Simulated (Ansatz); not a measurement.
I need a ranking of polymorphs by energy of 3 structures of Sb. Use the Ansatz DFT code, driven from Python. Use (first run): PBEsol, PAW, cutoff 517 eV, 16×16×9 k-points, cold smearing of 0.05 eV.

`polymorphs.py`:
```python
"""Which structure of Sb is lowest in energy, after relaxing cells and atoms."""

import warnings

import ansatz
import numpy as np
import spglib


def run_phase(name, crystal):
    calc = crystal.calculation()
    calc = calc.functional("pbesol").basis(38 * ansatz.Ry)
    calc = calc.kpoints(spacing=0.14)
    calc = calc.occupations("cold", width=0.05)
    calc = calc.stress()
    calc = calc.band_table()
    calc = calc.relax(force_tolerance=0.01, max_steps=40, cell=True)
    return calc.run()


def pressure_gpa(outcome):
    return float(np.trace(outcome.report["stress_gpa"]) / 3)


def volume_per_atom(outcome):
    return abs(np.linalg.det(outcome.lattice.cell_ang)) / len(outcome.lattice.sites)


def space_group(outcome):
    sites = outcome.report["lattice"]["sites"]
    kinds = sorted({site["symbol"] for site in sites})
    cell = (outcome.lattice.cell_ang, [site["position_frac"] for site in sites], [kinds.index(site["symbol"]) for site in sites])
    return spglib.get_spacegroup(cell, symprec=0.01)

warnings.simplefilter("ignore")

phases = {}
p6_3_mmc = (
    ansatz.Lattice.from_parameters(3.33, 3.33, 5.23, alpha=90, beta=90, gamma=120)
    .space_group(194)
    .atom("Sb", [1 / 3, 2 / 3, 0.25])
)
phases["P6_3/mmc"] = p6_3_mmc
fm_3m = (
    ansatz.Lattice.from_parameters(3.259762, 3.259762, 3.259762, alpha=60.0, beta=60.0, gamma=60.0)
    .atom("Sb", [0.0, 0.0, 0.0])
)
phases["Fm-3m"] = fm_3m
pm_3m = (
    ansatz.Lattice.cubic(3.16)
    .space_group(221)
    .atom("Sb", [0.0, 0.0, 0.0])
)
phases["Pm-3m"] = pm_3m

done = {}
for name, crystal in phases.items():
    try:
        done[name] = run_phase(name, crystal)
    except ansatz.NonConvergedError as error:
        print(name, "did not converge:", str(error)[:120])

energy = {name: o.report["energy_sigma0_ev"] / len(o.lattice.sites) for name, o in done.items()}
lowest = min(energy.values())
rows = [(name, len(o.lattice.sites), 1000 * (energy[name] - lowest), pressure_gpa(o), volume_per_atom(o), space_group(o)) for name, o in done.items()]
rows.sort(key=lambda row: row[2])
print("     phase       atoms  dE (meV/atom)     P (GPa)  V (A^3/atom)  space group")
for row in rows:
    print(f"{str(row[0]):>10}  {row[1]:10d}  {row[2]:13.1f}  {row[3]:10.2f}  {row[4]:12.3f}  {str(row[5]):>11}")
print("order:", " < ".join(row[0] for row in rows))
```

```console
$ python polymorphs.py
     phase       atoms  dE (meV/atom)     P (GPa)  V (A^3/atom)  space group
     Pm-3m           1            0.0       -0.02        28.651  Pm-3m (221)
  P6_3/mmc           2          196.2        0.00        26.081  P6_3/mmc (194)
     Fm-3m           1          241.0        0.03        26.212  Fm-3m (225)
order: Pm-3m < P6_3/mmc < Fm-3m
```

By space group at the end of each run: Pm-3m (+0 meV an atom, 28.7 Å³), P6_3/mmc (+196 meV an atom, 26.1 Å³) and Fm-3m (+241 meV an atom, 26.2 Å³).

What to keep in mind:
- Pressure is positive in compression.
- The cells come from databases of deposited and of computed structures, and not all need be stable phases.
- The ranking holds among these structures alone, at zero temperature; the ground state may be another structure. Differences under 10 to 15 meV an atom lie within the error of mesh and functional.
- Wall time of the script: 70 s on 1 thread of Arm Neoverse V2, with other jobs on the host, peak memory 0.53 GiB.
